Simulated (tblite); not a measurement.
# Br2H4SeSi2: the cost of one run

The runs use tblite 0.8.0 and PySCF 2.14.0, with density-fitted response routines of our own; the level of theory stands in each step. All values are computed, except where a source is named. Atoms count from 0, in the outputs and in this text.

## Step 1: Starting geometry

9 atoms, charge 0, multiplicity 1; geometry from: force field or distance geometry start.

Bonds of the start (Å): Si0–Se1 2.30, Se1–Si2 2.27, Si2–Br3 2.26, Si2–Br4 2.26, Si0–H5 1.47, Si0–H6 1.49, Si0–H7 1.47, Si2–H8 1.46.

## Step 2: Geometry optimisation with GFN2-xTB

Job settings and geometry (Å):

```
{"job": {"kind": "relax", "xc": "GFN2-xTB", "basis": "xTB"}, "charge": 0, "multiplicity": 1}
Si     1.767800    -0.319200     0.088800
Se    -0.014900    -0.194900     1.533000
Si    -1.784700     0.349500     0.218200
Br    -2.444900    -1.533400    -0.839700
Br    -0.991500     1.831600    -1.290600
H      2.001500    -1.713500    -0.315400
H      1.464300     0.422200    -1.163300
H      2.929200     0.287900     0.763700
H     -2.913300     0.875800     0.980200
```

Command:

```console
$ OMP_NUM_THREADS=1 python probes_run.py task.json out
```

One launch serves the whole session: the jobs run in the order shown.

**Question.** How long does this first job take on 1 thread of Arm Neoverse N1, shared host?

About 1.1 s.
